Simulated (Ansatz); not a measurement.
## Molecular dynamics of LuSeO₃F

input.yaml

```yaml
crystal:
  lattice:
    - [-4.299401, -6.926747, 0.0]
    - [4.299401, -6.926747, 0.0]
    - [-0.601424, 0.0, 6.500459]
  atoms:
    - { symbol: Lu, position: [0.10853329, 0.63635147, 0.611105] }
    - { symbol: Lu, position: [0.91323788, 0.3525043, 0.35993918] }
    - { symbol: Se, position: [0.76945384, 0.49395661, 0.84543998] }
    - { symbol: Se, position: [0.21091723, 0.56966609, 0.12409643] }
    - { symbol: O, position: [0.06046411, 0.70118953, 0.95180629] }
    - { symbol: O, position: [0.90734809, 0.35829077, 0.03087629] }
    - { symbol: O, position: [0.94549272, 0.48823332, 0.68987348] }
    - { symbol: O, position: [0.22198514, 0.70348308, 0.32512477] }
    - { symbol: O, position: [0.10549043, 0.46719553, 0.31881498] }
    - { symbol: O, position: [0.71605548, 0.35863566, 0.66779642] }
    - { symbol: F, position: [0.3121916, 0.37803148, 0.71816936] }
    - { symbol: F, position: [0.69014444, 0.6272239, 0.35803216] }
    - { symbol: Lu, position: [0.57198176, 0.16266348, 0.6516704] }
    - { symbol: Lu, position: [0.41063843, 0.83736507, 0.3704455] }
    - { symbol: Se, position: [0.33735136, 0.89774613, 0.84286315] }
    - { symbol: Se, position: [0.67525274, 0.06688995, 0.16828828] }
    - { symbol: O, position: [0.54475826, 0.21090774, 1.00391223] }
    - { symbol: O, position: [0.44422179, 0.78491711, 0.03353015] }
    - { symbol: O, position: [0.50750112, 0.91686806, 0.71236759] }
    - { symbol: O, position: [0.71377439, 0.21978145, 0.33742154] }
    - { symbol: O, position: [0.50871688, 0.06430469, 0.32793515] }
    - { symbol: O, position: [0.34258062, 0.71880409, 0.6792295] }
    - { symbol: F, position: [0.83114248, 0.90837484, 0.6172485] }
    - { symbol: F, position: [0.13979343, 0.07749891, 0.38355246] }
basis:
  ecutwfc: 420.0
kpoints:
  mp_grid: { grid: [1, 1, 2] }
hamiltonian:
  xc: pbesol
scf:
  occupations: { method: fermi_dirac, width: 0.05 }
  lower_state_search: "off"
  max_iter: 76
md:
  timestep: 1
  n_steps: 170
  ensemble: nvt_nose_hoover
  temperature: 1170.0
  initial_velocities: zero
  seed: 646999
  nose_hoover: { tau: 100.0, chain_length: 1 }
```

Launched with:

```bash
$ ansatz run input.yaml --threads 1 --pin off --max-ram 3072MiB --backend cpu --events-out ev --progress --plain --runs-dir out
```

It goes on from the last frame of an earlier run, with new velocities.

Output, in part (step lines):

```
md step     0: t =     0.00 fs  T =     0.0 K  F+E_penalty+E_count = -90087.70387805 eV  E_kin = 0.000000 eV  conserved = -90087.70387805 eV  (12 SCF iters)
md step     1: t =     1.00 fs  T =     4.2 K  F+E_penalty+E_count = -90087.71651538 eV  E_kin = 0.012581 eV  conserved = -90087.70393572 eV  (6 SCF iters)
md step     2: t =     2.00 fs  T =    16.6 K  F+E_penalty+E_count = -90087.75351378 eV  E_kin = 0.049423 eV  conserved = -90087.70410174 eV  (7 SCF iters)
md step     3: t =     3.00 fs  T =    36.3 K  F+E_penalty+E_count = -90087.81223934 eV  E_kin = 0.107934 eV  conserved = -90087.70435679 eV  (8 SCF iters)
md step     4: t =     4.00 fs  T =    61.9 K  F+E_penalty+E_count = -90087.88863774 eV  E_kin = 0.184119 eV  conserved = -90087.70467281 eV  (9 SCF iters)
md step     5: t =     5.00 fs  T =    91.8 K  F+E_penalty+E_count = -90087.97767182 eV  E_kin = 0.273012 eV  conserved = -90087.70501738 eV  (2 SCF iters)
md step     6: t =     6.00 fs  T =   124.2 K  F+E_penalty+E_count = -90088.07382246 eV  E_kin = 0.369163 eV  conserved = -90087.70535965 eV  (4 SCF iters)
md step     7: t =     7.00 fs  T =   157.1 K  F+E_penalty+E_count = -90088.17157805 eV  E_kin = 0.467127 eV  conserved = -90087.70567287 eV  (3 SCF iters)
[... lines left out ...]
md step   170: t =   170.00 fs  T =   883.5 K  F+E_penalty+E_count = -90086.64490086 eV  E_kin = 2.626617 eV  conserved = -90087.70357702 eV  (10 SCF iters)
```

The steps, from the saved trajectory:

```json
{"time (fs)": "0.0", "T (K)": "0", "potential energy less start (eV)": "0.000", "conserved less start (meV/atom)": "0.00"}
{"time (fs)": "5.0", "T (K)": "92", "potential energy less start (eV)": "-0.274", "conserved less start (meV/atom)": "-0.05"}
{"time (fs)": "10.0", "T (K)": "244", "potential energy less start (eV)": "-0.724", "conserved less start (meV/atom)": "-0.10"}
{"time (fs)": "15.0", "T (K)": "303", "potential energy less start (eV)": "-0.890", "conserved less start (meV/atom)": "-0.09"}
{"time (fs)": "20.0", "T (K)": "290", "potential energy less start (eV)": "-0.838", "conserved less start (meV/atom)": "-0.05"}
{"time (fs)": "25.0", "T (K)": "317", "potential energy less start (eV)": "-0.900", "conserved less start (meV/atom)": "-0.05"}
{"time (fs)": "30.0", "T (K)": "393", "potential energy less start (eV)": "-1.106", "conserved less start (meV/atom)": "-0.09"}
{"time (fs)": "35.0", "T (K)": "418", "potential energy less start (eV)": "-1.148", "conserved less start (meV/atom)": "-0.09"}
{"time (fs)": "40.0", "T (K)": "384", "potential energy less start (eV)": "-1.010", "conserved less start (meV/atom)": "-0.05"}
{"time (fs)": "45.0", "T (K)": "388", "potential energy less start (eV)": "-0.988", "conserved less start (meV/atom)": "-0.05"}
{"time (fs)": "50.0", "T (K)": "446", "potential energy less start (eV)": "-1.117", "conserved less start (meV/atom)": "-0.06"}
{"time (fs)": "55.0", "T (K)": "510", "potential energy less start (eV)": "-1.252", "conserved less start (meV/atom)": "-0.06"}
{"time (fs)": "60.0", "T (K)": "565", "potential energy less start (eV)": "-1.348", "conserved less start (meV/atom)": "-0.06"}
{"time (fs)": "65.0", "T (K)": "617", "potential energy less start (eV)": "-1.425", "conserved less start (meV/atom)": "-0.07"}
{"time (fs)": "70.0", "T (K)": "630", "potential energy less start (eV)": "-1.377", "conserved less start (meV/atom)": "-0.07"}
{"time (fs)": "75.0", "T (K)": "596", "potential energy less start (eV)": "-1.186", "conserved less start (meV/atom)": "-0.04"}
{"time (fs)": "80.0", "T (K)": "599", "potential energy less start (eV)": "-1.106", "conserved less start (meV/atom)": "-0.02"}
{"time (fs)": "85.0", "T (K)": "682", "potential energy less start (eV)": "-1.252", "conserved less start (meV/atom)": "-0.07"}
{"time (fs)": "90.0", "T (K)": "736", "potential energy less start (eV)": "-1.295", "conserved less start (meV/atom)": "-0.08"}
{"time (fs)": "95.0", "T (K)": "717", "potential energy less start (eV)": "-1.114", "conserved less start (meV/atom)": "-0.03"}
{"time (fs)": "100.0", "T (K)": "737", "potential energy less start (eV)": "-1.045", "conserved less start (meV/atom)": "0.00"}
{"time (fs)": "105.0", "T (K)": "872", "potential energy less start (eV)": "-1.304", "conserved less start (meV/atom)": "-0.05"}
{"time (fs)": "110.0", "T (K)": "972", "potential energy less start (eV)": "-1.427", "conserved less start (meV/atom)": "-0.09"}
{"time (fs)": "115.0", "T (K)": "905", "potential energy less start (eV)": "-1.049", "conserved less start (meV/atom)": "-0.04"}
{"time (fs)": "120.0", "T (K)": "789", "potential energy less start (eV)": "-0.541", "conserved less start (meV/atom)": "0.03"}
{"time (fs)": "125.0", "T (K)": "821", "potential energy less start (eV)": "-0.481", "conserved less start (meV/atom)": "0.02"}
{"time (fs)": "130.0", "T (K)": "963", "potential energy less start (eV)": "-0.725", "conserved less start (meV/atom)": "-0.06"}
{"time (fs)": "135.0", "T (K)": "991", "potential energy less start (eV)": "-0.607", "conserved less start (meV/atom)": "-0.05"}
{"time (fs)": "140.0", "T (K)": "898", "potential energy less start (eV)": "-0.133", "conserved less start (meV/atom)": "0.03"}
{"time (fs)": "145.0", "T (K)": "869", "potential energy less start (eV)": "0.134", "conserved less start (meV/atom)": "0.04"}
{"time (fs)": "150.0", "T (K)": "941", "potential energy less start (eV)": "0.112", "conserved less start (meV/atom)": "-0.01"}
{"time (fs)": "155.0", "T (K)": "958", "potential energy less start (eV)": "0.268", "conserved less start (meV/atom)": "-0.03"}
{"time (fs)": "160.0", "T (K)": "852", "potential energy less start (eV)": "0.784", "conserved less start (meV/atom)": "0.04"}
{"time (fs)": "165.0", "T (K)": "789", "potential energy less start (eV)": "1.152", "conserved less start (meV/atom)": "0.08"}
{"time (fs)": "170.0", "T (K)": "883", "potential energy less start (eV)": "1.059", "conserved less start (meV/atom)": "0.01"}
```

The run went to its last step. The conserved energy stayed within 0.1 meV per atom of its start (net change 0.013 meV per atom), so the integration is sound. The mean temperature of the second half is 27 % below the set value. A run of 0.17 ps of so small a system gives no equilibrium averages. Limits of this set-up: coarse k mesh.

Mean squared displacements from the first frame to the last, about the centre of mass: Lu 0.09 Å², Se 0.53 Å², O 0.60 Å², F 0.82 Å².

Last frame:

```xyz
24
Lattice="-4.2994 -6.9267 0.0000 4.2994 -6.9267 0.0000 -0.6014 0.0000 6.5005" Properties=species:S:1:pos:R:3
Lu 1.942 -5.230 4.064
Lu -2.510 -8.556 2.394
Se -2.249 -8.627 5.628
Se 1.371 -4.976 1.124
O 1.603 -4.986 6.141
O -2.873 -8.747 0.267
O -2.520 -9.862 4.356
O 1.848 -6.302 2.210
O 2.110 -3.941 2.197
O -2.944 -7.506 4.440
F -0.411 -5.864 3.777
F -0.282 -8.336 2.475
Lu -2.371 -5.233 3.967
Lu 1.925 -8.663 2.588
Se 2.828 -8.842 5.569
Se -3.351 -5.222 0.722
O -2.448 -5.121 6.462
O 2.187 -8.847 0.116
O 2.358 -9.974 4.337
O -3.043 -6.331 1.960
O -3.170 -3.736 1.957
O 2.235 -7.583 4.524
F -0.173 -12.149 4.426
F -0.372 -1.907 2.066
```

Run time: 26 min on 1 thread of Arm Neoverse V1, with other jobs on the host, peak memory 0.79 GiB.
